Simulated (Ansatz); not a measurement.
# Al2Si2H6 (SMILES [SiH3][Al]1[AlH][SiH2]1): PBE0/def2-SVP

Aim: the vertical ionisation energy of Al2Si2H6 at PBE0/def2-SVP, from 2 runs. 

Program for the calculation: Ansatz 0.2.0.

44 further runs of the same task are left out: 44 set aside as unsound or not needed. Runs told in other sessions of the task aren't counted.

## Step 1: The molecule

Al2Si2H6: 10 atoms, total charge 0, spin state singlet. SMILES: `[SiH3][Al]1[AlH][SiH2]1`. Geometry: relaxed at PBE0-D4/def2-TZVP.

Bond lengths: Si1–Al2 2.460 Å, Al2–Al3 2.479 Å, Al2–Si4 2.439 Å, Al3–Si4 2.343 Å, Si1–H5 1.491 Å, Si1–H6 1.491 Å, Si1–H7 1.490 Å, Al3–H8 1.585 Å, Si4–H9 1.581 Å, Si4–H10 1.500 Å. Some angles: Si1–Al2–Al3 164.4°, Si1–Al2–Si4 136.1°, Al3–Al2–Si4 56.9°, Al2–Al3–Si4 60.7°, Al2–Si4–Al3 62.4°, Al2–Si1–H5 110.3°, Al2–Si1–H6 111.0°, Al2–Si1–H7 111.8°, Al2–Al3–H8 149.8°, Si4–Al3–H8 135.8°.

## Step 2: The energy at PBE0/def2-SVP

File in.yaml:

```yaml
crystal:
  periodic: [false, false, false]
  atoms:
    - {symbol: Si, position_ang: [-1.426500, 1.264600, -1.412100]}
    - {symbol: Al, position_ang: [-0.140100, -0.429800, -0.177000]}
    - {symbol: Al, position_ang: [0.542000, -2.376000, 1.198900]}
    - {symbol: Si, position_ang: [1.875500, -0.449300, 1.195500]}
    - {symbol: H, position_ang: [-1.958600, 0.687200, -2.679200]}
    - {symbol: H, position_ang: [-2.589700, 1.742300, -0.611500]}
    - {symbol: H, position_ang: [-0.589800, 2.446700, -1.761500]}
    - {symbol: H, position_ang: [0.798300, -3.933700, 1.336500]}
    - {symbol: H, position_ang: [0.619900, 0.509800, 1.257200]}
    - {symbol: H, position_ang: [2.952200, 0.487100, 1.656400]}
basis:
  gaussian:
    orbitals: def2-SVP
hamiltonian:
  xc: {name: PBE0}
accuracy: high
output: {orbitals: {seedname: orbitals}}
```

The run is started by

```sh
$ ansatz run in.yaml --threads 1 --pin off --max-ram 2610MiB --events-out events.jsonl --progress --plain --runs-dir runs
```

Standard output:

```text
Warning: RAYON_NUM_THREADS=1 ignored (pool sized by the plan → 1); use --threads N
Functional definition: PBE0
  name "PBE0"
  parameter a = 0.25
  parameter kappa = 0.804
  parameter beta = 0.06672455060314922
  exchange = (1 - a)*pbe_x(kappa = kappa, mu = beta*pi^2/3) + a*exact_x
  correlation = pbe_c(beta = beta)
2110 factors; integrals over basis functions are off by at most 6.3e-9 eV
mean field evaluation 1: about -29021.9182 eV, gradient 1.5e1 eV
mean field evaluation 2: about -29022.0077 eV, gradient 1.5e1 eV
mean field evaluation 4: about -29023.0095 eV, gradient 8.5e-1 eV
mean field evaluation 8: about -29023.1398 eV, gradient 1.0e-1 eV
mean field evaluation 16: about -29023.1398 eV, gradient 2.2e-5 eV
mean field -29023.13980609 eV, -1066.5807152832 hartree, gradient 8.8e-8 eV, S^2 0.000000; 0 other end points of the search recorded, 0 dependent functions left out
reference -29023.13980934 eV, -1066.5807154026 hartree; 30, 30 occupied and 72, 72 virtual orbitals, 2110 factors
Total energy: -29023.13980934 eV, -1066.5807154026 hartree
```

Wall time 4.2 s (1 thread of AMD EPYC 9R45 (Zen 5), shared host); peak memory 0.4 GiB.

## Step 3: The doublet cation, same level

File input.yaml:

```yaml
crystal:
  periodic: [false, false, false]
  atoms:
    - symbol: Si
      position_ang: [-1.426500, 1.264600, -1.412100]
    - symbol: Al
      position_ang: [-0.140100, -0.429800, -0.177000]
    - symbol: Al
      position_ang: [0.542000, -2.376000, 1.198900]
    - symbol: Si
      position_ang: [1.875500, -0.449300, 1.195500]
    - symbol: H
      position_ang: [-1.958600, 0.687200, -2.679200]
    - symbol: H
      position_ang: [-2.589700, 1.742300, -0.611500]
    - symbol: H
      position_ang: [-0.589800, 2.446700, -1.761500]
    - symbol: H
      position_ang: [0.798300, -3.933700, 1.336500]
    - symbol: H
      position_ang: [0.619900, 0.509800, 1.257200]
    - symbol: H
      position_ang: [2.952200, 0.487100, 1.656400]
basis:
  gaussian:
    orbitals: def2-SVP
total_charge: 1
magnetization:
  spin_polarized: true
  initial_magnetization: 1
hamiltonian:
  xc: pbe0
accuracy: high
output: {orbitals: {seedname: orbitals}}
```

The run is started by

```sh
$ ansatz run input.yaml --threads 1 --pin off --max-ram 2610MiB --events-out events.jsonl --progress --plain --runs-dir runs
```

Standard output, shortened:

```text
Warning: RAYON_NUM_THREADS=1 ignored (pool sized by the plan → 1); use --threads N
[... 7 set-up lines as earlier in the session ...]
2110 factors; integrals over basis functions are off by at most 6.3e-9 eV
mean field evaluation 1: about -29013.1576 eV, gradient 1.4e1 eV
mean field evaluation 2: about -29013.4346 eV, gradient 1.3e1 eV
mean field evaluation 4: about -29015.1048 eV, gradient 1.1e0 eV
mean field evaluation 8: about -29015.2580 eV, gradient 2.1e-1 eV
mean field evaluation 16: about -29015.2794 eV, gradient 1.2e-1 eV
mean field evaluation 32: about -29015.1229 eV, gradient 2.8e0 eV
mean field -29015.29327921 eV, -1066.2923607387 hartree, gradient 2.9e-8 eV, S^2 0.758405; 3 other end points of the search recorded, 0 dependent functions left out
reference -29015.29328261 eV, -1066.2923608637 hartree; 30, 29 occupied and 72, 73 virtual orbitals, 2110 factors
Total energy: -29015.29328261 eV, -1066.2923608637 hartree
```

It took 19 s on 1 thread of AMD EPYC 9R45 (Zen 5), shared host; peak memory 0.59 GiB.

## Step 4: Outcome

At PBE0/def2-SVP:

| quantity | value |
| --- | --- |
| singlet Al2Si2H6: total energy | -1066.58072 Eh |
| singlet Al2Si2H6: HOMO energy | -6.22 eV |
| singlet Al2Si2H6: LUMO energy | -1.88 eV |
| singlet Al2Si2H6: HOMO–LUMO gap | 4.34 eV |
| doublet cation: total energy | -1066.29236 Eh |
| doublet cation: HOMO energy (highest over α and β) | -11.10 eV |
| doublet cation: LUMO energy (lowest over α and β) | -9.42 eV |
| doublet cation: ⟨S²⟩ | 0.758 |
| vertical ionisation energy (to the doublet cation) | 7.847 eV |

In words: Removing an electron at fixed nuclei costs 7.85 eV (757 kJ/mol). The negative HOMO energy of the first species, 6.22 eV, lies 1.63 eV below that difference.
